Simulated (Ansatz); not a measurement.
**Ge2Sb2Te5: single point with PBE**

Ge2Sb2Te5:

```
Te Sb Ge
1.0
     6.80848   -2.99761    0.00000
     6.86980    3.13440    0.00000
    -6.83098   -0.06831    6.84761
Te Sb Ge
5 2 2
Cartesian
  5.4948 0.0549 2.6461
  9.5385 0.0954 1.3429
  0.0699 0.0007 0.0441
  -2.7069 -0.0271 5.5452
  1.3918 0.0139 4.0888
  8.3181 0.0832 4.0255
  -1.3207 -0.0132 2.8579
  2.6055 0.0261 1.2862
  6.7274 0.0673 0.0756
```

The cell comes from a database or a generator and needn't be the stable form of this composition.

The cell isn't the ideal one: strained by +2 %.

```
Program             : Ansatz 0.2.0
Task                : single point
Functional          : PBE
Potentials or basis : Ansatz PAW
Cutoff              : 420 eV (not typed: the program's choice for these potentials)
k mesh              : 4 × 4 × 3
Occupations         : fermi-dirac, width 0.05 eV
Spin                : no spin polarisation
```

```yaml
Pressure: -0.1 GPa
Largest_force: 0.159 eV/Å
Band_gap_on_the_k_mesh: none (metal or under the smearing width)
```

Forces on the atoms (eV/Å):
```
Te   0.033  0.037  0.027
Te   0.054 -0.021 -0.019
Te  -0.005  0.032 -0.015
Te   0.046  0.003 -0.029
Te   0.045 -0.005 -0.043
Sb   0.013 -0.008 -0.078
Sb   0.021  0.001  0.064
Ge  -0.156 -0.016  0.025
Ge  -0.050 -0.024  0.068
```

Stress tensor (GPa, compression positive):
```
-0.19 -0.29 -0.10
-0.29 -0.10  0.00
-0.10  0.00 -0.13
```

Levels at points of the mesh, in eV from the Fermi level:
| k point | band 67 | band 68 | band 69 | band 70 | band 71 | band 72 |
| --- | --- | --- | --- | --- | --- | --- |
| (0.00, 0.00, 0.00) | -0.54 | -0.46 | -0.45 | 1.00 | 1.30 | 2.39 |
| (0.00, -0.50, 0.00) | -0.72 | -0.58 | -0.07 | -0.02 | 0.53 | 0.65 |
| (-0.50, 0.00, 0.00) | -0.75 | -0.59 | -0.03 | 0.05 | 0.53 | 0.66 |
| (-0.50, -0.50, 0.00) | -0.91 | -0.84 | -0.82 | 2.10 | 2.59 | 2.77 |

It took 27 s on 4 threads of Arm Neoverse V2 (shared host), peak memory 1.1 GiB.

Spin-orbit coupling is left out, which matters for the levels of Sb, Te.
